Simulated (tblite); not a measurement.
# C5H10OSeSi2: the cost of one run

Programs: tblite 0.8.0 and PySCF 2.14.0, with density-fitted response routines of our own. Each step states its level of theory. These are calculated values for one molecule in the gas phase, unless marked as measured. Atoms count from 0, in the outputs and in this text.

## 1. Starting geometry

19 atoms, charge 0, multiplicity 1; geometry from: force field or distance geometry start.

Bonds of the start (Å): C0–C1 1.17, C1–Si2 1.82, Si2–C3 1.87, C3–Si4 1.90, Si4–O5 1.70, O5–C6 1.41, Si4–C7 1.84, C7–Se8 1.96, Se8–Si2 2.30, C0–H9 1.08, Si2–H10 1.46, C3–H11 1.12, C3–H12 1.09, Si4–H13 1.47, C6–H14 1.13, C6–H15 1.09, C6–H16 1.09, C7–H17 1.12, C7–H18 1.12.

## 2. Optimising the geometry with GFN2-xTB

Job settings and geometry (Å):

```
{"job": {"kind": "relax", "xc": "GFN2-xTB", "basis": "xTB"}, "charge": 0, "multiplicity": 1}
C     -4.628900    -0.217100    -0.185400
C     -3.512800    -0.051900     0.127600
Si    -1.791300     0.171400     0.658600
C     -0.577700     0.111200    -0.763900
Si     1.002900    -0.150700     0.250100
O      2.404700    -0.043800    -0.704200
C      2.983200     1.209300    -0.433100
C      0.797500    -1.751400     1.124200
Se    -1.000900    -1.595200     1.897800
H     -5.663900    -0.359700    -0.466000
H     -1.550600     1.437000     1.349800
H     -0.701700    -0.811900    -1.382500
H     -0.540200     1.046700    -1.321100
H      1.068000     0.902400     1.278100
H      2.749800     1.382900     0.659900
H      4.068300     1.191100    -0.499800
H      2.493600     2.023800    -0.965600
H      0.853600    -2.639000     0.441100
H      1.536600    -1.846000     1.957400
```

Launch:

```console
> OMP_NUM_THREADS=1 python probes_run.py task.json out
```

This one command runs all jobs of the session in turn.

**Question.** How long does this first job take on 1 thread of Arm Neoverse N1, shared host, and how much memory does it need?

About 2.7 s, with a peak of 0.18 GiB.
